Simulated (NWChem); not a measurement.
# CH5BN2 (SMILES B1NCN1): HF/6-31G(d) (spherical functions), part 2 of 2

NWChem 7.3.0. Earlier steps stand in the parts before.

### 3 The doublet cation: a structure relaxation at UHF/6-31G(d) (spherical functions)

run.nw

```
start run
title "CH5BN2"
memory total 2200 mb
charge 1

geometry units angstroms noautosym
  B    -0.538100    0.903800   -0.424200
  N     0.763900    0.350100   -0.630900
  C     0.430100   -0.702400    0.322000
  N    -0.891500   -0.116200    0.513500
  H    -1.109600    1.851900   -0.864600
  H     1.686500    0.722000   -0.761500
  H     0.420000   -1.707100   -0.117100
  H     1.046900   -0.704100    1.228600
  H    -1.719800   -0.644400    0.717000
end

basis spherical bse
  B library 6-31G*
  N library 6-31G*
  C library 6-31G*
  H library 6-31G*
end

scf
  doublet
  uhf
  thresh 1e-07
  maxiter 80
  print low
end

driver
  maxiter 60
end

freq
  temp 3 298.15 600 900
end

task scf optimize
task scf frequencies
```

Run with:

```console
$ nwchem run.nw > run.out
```

What it wrote:

```text
Northwest Computational Chemistry Package (NWChem) 7.3.0
             --------------------------------------------------------

           Job information
           ---------------

    nwchem branch   = 7.3.0
    use scalapack   = T
    input           = run.nw
    prefix          = run.
    data base       = ./run.db
    status          = startup
    nproc           =        1

           Memory information
           ------------------

    heap     =     72089598 doubles =      550.0 Mbytes
    stack    =     72089595 doubles =      550.0 Mbytes
    global   =    144179200 doubles =     1100.0 Mbytes (distinct from heap & stack)
    total    =    288358393 doubles =     2200.0 Mbytes
    verify   = yes
    hardfail = no

           Directory information
           ---------------------

  0 permanent = .
  0 scratch   = .

                                NWChem Input Module
                                -------------------

                                      CH5BN2
                                      ------

 Scaling coordinates for geometry "geometry" by  1.889725989
 (inverse scale =  0.529177249)

          ------
          auto-z
          ------
  no constraints, skipping    0.0000000000000000
  no constraints, skipping    0.0000000000000000

                             Geometry "geometry" -> ""
                             -------------------------

 Output coordinates in angstroms (scale by  1.889725989 to convert to a.u.)

  No.       Tag          Charge          X              Y              Z
 ---- ---------------- ---------- -------------- -------------- --------------
    1 B                    5.0000    -0.51546333     0.85512667    -0.39725333
    2 N                    7.0000     0.78653667     0.30142667    -0.60395333
    3 C                    6.0000     0.45273667    -0.75107333     0.34894667
[... 5 lines of this table left out ...]
    9 H                    1.0000    -1.69716333    -0.69307333     0.74394667

      Atomic Mass
      -----------

      B                 11.009310
      N                 14.003070
      C                 12.000000
      H                  1.007825

 Effective nuclear repulsion energy (a.u.)     114.5976996762

            Nuclear Dipole moment (a.u.)
            ----------------------------
        X                 Y               Z
 ---------------- ---------------- ----------------
     0.0000000000     0.0000000000    -0.0000000000

                                Z-matrix (autoz)
                                --------

 Units are Angstrom for bonds and degrees for angles

      Type          Name      I     J     K     L     M      Value
      ----------- --------  ----- ----- ----- ----- ----- ----------
    1 Stretch                  1     2                       1.42986
    2 Stretch                  1     4                       1.42989
    3 Stretch                  1     5                       1.19141
    4 Stretch                  2     3                       1.45849
    5 Stretch                  2     6                       1.00327
    6 Stretch                  3     4                       1.45840
    7 Stretch                  3     7                       1.09651
    8 Stretch                  3     8                       1.09653
    9 Stretch                  4     9                       1.00324
   10 Bend                     1     2     3                88.65906
   11 Bend                     1     2     6               135.44929
   12 Bend                     1     4     3                88.66185
   13 Bend                     1     4     9               135.45086
   14 Bend                     2     1     4                92.49982
   15 Bend                     2     1     5               133.74975
   16 Bend                     2     3     4                90.17926
   17 Bend                     2     3     7               113.68376
   18 Bend                     2     3     8               114.36592
   19 Bend                     3     2     6               124.26443
   20 Bend                     3     4     9               124.27690
   21 Bend                     4     1     5               133.75042
   22 Bend                     4     3     7               114.36378
   23 Bend                     4     3     8               113.69067
   24 Bend                     7     3     8               109.56355
   25 Torsion                  1     2     3     4           0.00310
   26 Torsion                  1     2     3     7         116.86510
   27 Torsion                  1     2     3     8        -116.26077
   28 Torsion                  1     4     3     2          -0.00310
   29 Torsion                  1     4     3     7        -116.25874
   30 Torsion                  1     4     3     8         116.86286
   31 Torsion                  2     1     4     3           0.00317
   32 Torsion                  2     1     4     9        -141.19395
   33 Torsion                  2     3     4     9         147.85638
   34 Torsion                  3     2     1     4          -0.00317
   35 Torsion                  3     2     1     5         179.99675
   36 Torsion                  3     4     1     5        -179.99675
   37 Torsion                  4     1     2     6        -141.17048
   38 Torsion                  4     3     2     6         147.84363
   39 Torsion                  5     1     2     6          38.82944
[... 138 lines left out ...]
            Nuclear Dipole moment (a.u.)
[... 34 lines left out ...]
 Nuclear repulsion energy =    114.597699676151
[... 72 lines left out ...]
      Two electron energy =    165.327058693986
[... 77 lines left out ...]
         Total SCF energy =   -174.091460371637
[... 74 lines left out ...]
         Total SCF energy =   -174.095427856773
[... 49 lines left out ...]
            Nuclear Dipole moment (a.u.)
[... 56 lines left out ...]
@    2    -174.09575288 -4.3D-03  0.00419  0.00177  0.04241  0.08309     88.1
[... 58 lines left out ...]
     step= 1.00 grad=-1.7D-03 hess= 3.2D-04 energy=   -174.097149 mode=downhill
[... 69 lines left out ...]
      Two electron energy =    164.629056623217
[... 74 lines left out ...]
      Two electron energy =    164.570422282307
[... 77 lines left out ...]
         Total SCF energy =   -174.100204724102
[... 74 lines left out ...]
         Total SCF energy =   -174.101172410861
[... 49 lines left out ...]
            Nuclear Dipole moment (a.u.)
[... 56 lines left out ...]
@    5    -174.10144661 -1.2D-03  0.00939  0.00214  0.02549  0.05314    156.1
[... 58 lines left out ...]
     step= 1.00 grad=-8.1D-04 hess= 2.0D-04 energy=   -174.102057 mode=downhill
[... 69 lines left out ...]
      Two electron energy =    164.947045590059
[... 73 lines left out ...]
      Two electron energy =    164.945342505764
[... 77 lines left out ...]
         Total SCF energy =   -174.102434090423
[... 73 lines left out ...]
         Total SCF energy =   -174.102473885418
[... 49 lines left out ...]
            Nuclear Dipole moment (a.u.)
[... 56 lines left out ...]
@    8    -174.10248912 -5.5D-05  0.00142  0.00035  0.00930  0.02268    217.7
[... 58 lines left out ...]
     step= 1.00 grad=-4.6D-05 hess= 8.6D-06 energy=   -174.102527 mode=downhill
[... 69 lines left out ...]
      Two electron energy =    164.833418719376
[... 73 lines left out ...]
      Two electron energy =    164.873773379005
[... 77 lines left out ...]
         Total SCF energy =   -174.102608602075
[... 73 lines left out ...]
         Total SCF energy =   -174.102631311429
[... 49 lines left out ...]
            Nuclear Dipole moment (a.u.)
[... 56 lines left out ...]
@   11    -174.10264170 -3.3D-05  0.00076  0.00024  0.00675  0.01788    272.5
[... 59 lines left out ...]
     step= 1.00 grad=-2.1D-05 hess= 2.4D-06 energy=   -174.102661 mode=restrict
[... 69 lines left out ...]
      Two electron energy =    164.851190864234
[... 74 lines left out ...]
      Two electron energy =    164.876958434671
[... 77 lines left out ...]
         Total SCF energy =   -174.102710346613
[... 74 lines left out ...]
         Total SCF energy =   -174.102715074526
[... 49 lines left out ...]
            Nuclear Dipole moment (a.u.)
[... 56 lines left out ...]
@   14    -174.10271528 -4.9D-06  0.00013  0.00003  0.00186  0.00600    325.6
[... 54 lines left out ...]
     step= 1.00 grad=-7.8D-07 hess= 2.3D-07 energy=   -174.102716 mode=downhill
[... 69 lines left out ...]
      Two electron energy =    164.891853569152
[... 90 lines left out ...]
                Final and change from initial internal coordinates
[... 107 lines left out ...]
 stpr_wrt_fd_dipole: overwrite of existing file./run.fd_ddipole
[... 42 lines left out ...]
 d_dipole_x/<atom=   1,y> =    -0.2765     [   -1.3280]
[... 5 lines left out ...]
 d_dipole_x/<atom=   3,y> =    -0.1602     [   -0.7694]
[... 5 lines left out ...]
 d_dipole_x/<atom=   5,y> =     0.0073     [    0.0352]
[... 5 lines left out ...]
 d_dipole_x/<atom=   7,y> =     0.0189     [    0.0908]
[... 5 lines left out ...]
 d_dipole_x/<atom=   9,y> =     0.0425     [    0.2044]
[... 6 lines left out ...]
 d_dipole_y/<atom=   2,x> =     0.0554     [    0.2660]
[... 5 lines left out ...]
 d_dipole_y/<atom=   4,x> =    -0.0170     [   -0.0817]
[... 5 lines left out ...]
 d_dipole_y/<atom=   6,x> =     0.0439     [    0.2107]
[... 5 lines left out ...]
 d_dipole_y/<atom=   8,x> =     0.0035     [    0.0166]
[... 6 lines left out ...]
 Z vector of derivative dipole (au) [debye/angstrom]
[... 5 lines left out ...]
 d_dipole_z/<atom=   2,z> =    -0.6569     [   -3.1554]
[... 5 lines left out ...]
 d_dipole_z/<atom=   4,z> =    -0.2050     [   -0.9846]
[... 5 lines left out ...]
 d_dipole_z/<atom=   6,z> =     0.3581     [    1.7198]
[... 5 lines left out ...]
 d_dipole_z/<atom=   8,z> =     0.0124     [    0.0598]
[... 130 lines left out ...]
          MASS-WEIGHTED PROJECTED HESSIAN (Hartree/Bohr/Bohr/Kamu)
[... 11 lines left out ...]
              11           12           13           14           15           16           17           18           19           20
   ----- ----- ----- ----- -----
   11    2.57172D+01
   12   -1.32304D+01  2.05966D+01
   13   -2.85492D+00  1.74830D+00  1.07165D+02
   14   -1.20549D+00  1.59796D+00 -1.10310D+02  1.93477D+02
[... 12 lines of this table left out ...]
   27    2.89914D+01 -3.58601D+01 -1.12435D-01  1.61599D-02 -4.85532D-01 -1.83580D-01 -1.33930D+00 -7.39581D-01 -3.47452D-01 -1.39425D-01

              21           22           23           24           25           26           27
   ----- ----- ----- ----- -----
   21    1.35485D+02
   22    2.98025D+00  1.23018D+02
   23   -2.73593D+01 -2.72169D+00  6.61314D+01
   24   -1.08035D+01  1.27163D+02 -5.62273D+00  3.20713D+02
   25    5.46763D-01 -1.99461D-01 -1.64226D-01 -7.30098D-01  3.18795D+02
   26   -6.02573D-01  7.35510D-01  4.73933D-01  2.34972D-01  1.36260D+02  1.12649D+02
   27    4.19751D-01 -3.19111D-01 -1.25922D-02 -8.45512D-02 -1.71881D+02 -1.03084D+02  1.21771D+02

 center of mass
 --------------
 x =  -0.02139691 y =   0.06204213 z =  -0.03162328

 moments of inertia (a.u.)
 ------------------
         148.174173151110          10.487756897835          25.310337569388
          10.487756897835         168.706539937371          56.417724520901
          25.310337569388          56.417724520901         220.041949532583

 Rotational Constants
 --------------------
 A=   0.461634 cm-1  (  0.664173 K)
 B=   0.418627 cm-1  (  0.602297 K)
 C=   0.229149 cm-1  (  0.329687 K)

 Temperature                      =   298.15K
 frequency scaling parameter      =   1.0000

 Zero-Point correction to Energy  =   48.855 kcal/mol  (  0.077855 au)
 Thermal correction to Energy     =   51.298 kcal/mol  (  0.081749 au)
 Thermal correction to Enthalpy   =   51.890 kcal/mol  (  0.082693 au)

 Total Entropy                    =   64.162 cal/mol-K
   - Translational                =   37.976 cal/mol-K (mol. weight =  56.0546)
   - Rotational                   =   23.104 cal/mol-K (symmetry #  =        1)
   - Vibrational                  =    3.082 cal/mol-K

 Cv (constant volume heat capacity) =   13.214 cal/mol-K
   - Translational                  =    2.979 cal/mol-K
   - Rotational                     =    2.979 cal/mol-K
   - Vibrational                    =    7.255 cal/mol-K

 Temperature                      =   600.00K
 frequency scaling parameter      =   1.0000

 Zero-Point correction to Energy  =   48.855 kcal/mol  (  0.077855 au)
 Thermal correction to Energy     =   57.242 kcal/mol  (  0.091221 au)
 Thermal correction to Enthalpy   =   58.434 kcal/mol  (  0.093120 au)

 Total Entropy                    =   78.827 cal/mol-K
   - Translational                =   41.448 cal/mol-K (mol. weight =  56.0546)
   - Rotational                   =   25.188 cal/mol-K (symmetry #  =        1)
   - Vibrational                  =   12.191 cal/mol-K

 Cv (constant volume heat capacity) =   25.221 cal/mol-K
   - Translational                  =    2.979 cal/mol-K
   - Rotational                     =    2.979 cal/mol-K
   - Vibrational                    =   19.262 cal/mol-K

 Temperature                      =   900.00K
 frequency scaling parameter      =   1.0000

 Zero-Point correction to Energy  =   48.855 kcal/mol  (  0.077855 au)
 Thermal correction to Energy     =   65.926 kcal/mol  (  0.105059 au)
 Thermal correction to Enthalpy   =   67.713 kcal/mol  (  0.107908 au)

 Total Entropy                    =   91.275 cal/mol-K
   - Translational                =   43.462 cal/mol-K (mol. weight =  56.0546)
   - Rotational                   =   26.396 cal/mol-K (symmetry #  =        1)
   - Vibrational                  =   21.417 cal/mol-K

 Cv (constant volume heat capacity) =   32.064 cal/mol-K
   - Translational                  =    2.979 cal/mol-K
   - Rotational                     =    2.979 cal/mol-K
   - Vibrational                    =   26.105 cal/mol-K

          -------------------------------------------------
          NORMAL MODE EIGENVECTORS IN CARTESIAN COORDINATES
          -------------------------------------------------
             (Projected Frequencies expressed in cm-1)

                    1           2           3           4           5           6

 P.Frequency       -0.00       -0.00       -0.00       -0.00       -0.00       -0.00

           1     0.00002    -0.01471     0.17469     0.02391    -0.02607     0.02123
[... 25 lines of this table left out ...]
          27    -0.17794     0.03433    -0.01567     0.03648     0.12552    -0.21857

                    7           8           9          10          11          12

 P.Frequency      332.21      532.25      709.93      736.18      896.49      907.95

           1     0.02562     0.00405    -0.00846     0.08632    -0.05069     0.03680
[... 25 lines of this table left out ...]
          27    -0.37338     0.61060    -0.26551     0.19280    -0.04738     0.05868

                   13          14          15          16          17          18

 P.Frequency      931.88     1062.57     1116.81     1151.41     1257.95     1314.49

           1     0.03545     0.02538     0.03566     0.00547    -0.00153    -0.04114
[... 25 lines of this table left out ...]
          27     0.00781    -0.02457    -0.03014     0.03859    -0.01509    -0.20137

                   19          20          21          22          23          24

 P.Frequency     1330.19     1466.37     1590.05     1663.05     2968.78     3268.73

           1    -0.15312    -0.02436    -0.11816     0.01730     0.05530     0.00068
[... 25 lines of this table left out ...]
          27     0.11328    -0.06775    -0.02037    -0.00257     0.00094    -0.00389

                   25          26          27

 P.Frequency     3341.19     3745.18     3867.08

           1    -0.00012     0.00028     0.00440
[... 25 lines of this table left out ...]
          27    -0.00099     0.45495    -0.00298

 ----------------------------------------------------------------------------
 Normal Eigenvalue ||    Projected Derivative Dipole Moments (debye/angs)
  Mode   [cm**-1]  ||      [d/dqX]             [d/dqY]           [d/dqZ]
 ------ ---------- || ------------------ ------------------ -----------------
    1       -0.000 ||       0.055               0.072             0.525
    2       -0.000 ||       0.520              -0.243             0.001
    3       -0.000 ||       0.364              -0.066            -0.029
[... 23 lines of this table left out ...]
   27     3867.076 ||       2.039               0.415            -0.833
 ----------------------------------------------------------------------------

 ----------------------------------------------------------------------------
 Normal Eigenvalue ||           Projected Infra Red Intensities
  Mode   [cm**-1]  || [atomic units] [(debye/angs)**2] [(KM/mol)] [arbitrary]
 ------ ---------- || -------------- ----------------- ---------- -----------
    1       -0.000 ||    0.012310           0.284        12.000       2.744
    2       -0.000 ||    0.014274           0.329        13.915       3.182
    3       -0.000 ||    0.005981           0.138         5.831       1.333
[... 23 lines of this table left out ...]
   27     3867.076 ||    0.217868           5.026       212.389      48.573
 ----------------------------------------------------------------------------

 vib:animation  F

 Task  times  cpu:       24.0s     wall:       24.0s
 Total times  cpu:      366.1s     wall:      366.1s
```

It took 6.1 min on 1 thread of AMD EPYC 7B13 (Zen 3), shared host; peak memory 0.15 GiB.

The path in brief:

```csv
step,energy from the first frame kept (eV)
0,0.0000
1,-0.3938
2,-0.5106
3,-0.5739
4,-0.6318
5,-0.6655
6,-0.6881
7,-0.6924
8,-0.6939
9,-0.6956
10,-0.6972
11,-0.6981
12,-0.6994
13,-0.6999
14,-0.7001
15,-0.7001
```

After the run. Bond lengths: B1–N2 1.376 Å, N2–C3 1.455 Å, B1–N4 1.569 Å, C3–N4 1.477 Å, B1–H5 1.168 Å, N2–H6 0.998 Å, C3–H7 1.081 Å, C3–H8 1.081 Å, N4–H9 1.008 Å. Some angles: B1–N2–C3 96.9°, N2–B1–N4 87.2°, N2–C3–N4 87.9°, B1–N4–C3 88.1°, B1–N2–H6 136.8°, C3–N2–H6 126.3°, N2–B1–H5 142.0°, N4–B1–H5 130.9°, N2–C3–H7 115.8°, N2–C3–H8 115.9°.

### 4 Outcome

The summary covers parts 1 to 2.

At HF/6-31G* (spherical functions):

| quantity | value |
| --- | --- |
| run 1, HF/6-31G*: total energy at the end | -174.37626 Eh |
| run 1, HF/6-31G*: lowest harmonic wavenumber | 314 cm⁻¹ |
| run 1, HF/6-31G*: highest harmonic wavenumber | 3902 cm⁻¹ |
| run 1, HF/6-31G*: zero-point energy | 205.4 kJ/mol |
| doublet cation: total energy at the end | -174.10272 Eh |
| doublet cation: ⟨S²⟩ | 0.774 |
| doublet cation: lowest harmonic wavenumber | 332 cm⁻¹ |
| doublet cation: highest harmonic wavenumber | 3867 cm⁻¹ |
| doublet cation: zero-point energy | 204.4 kJ/mol |
| adiabatic ionisation energy (to the doublet cation, no zero-point term) | 7.444 eV |

**Reading.** The adiabatic ionisation energy (to the doublet cation, no zero-point term) is 7.44 eV (718 kJ/mol). All 21 modes (run 1, HF/6-31G*) are real, so the shape is a minimum at this level. The optimisation (run 1, HF/6-31G*) took 5 steps and changed the energy by -0.010 eV. All 21 modes (doublet cation) are real, so the shape is a minimum at this level. The optimisation (doublet cation) took 16 steps and changed the energy by -0.700 eV.
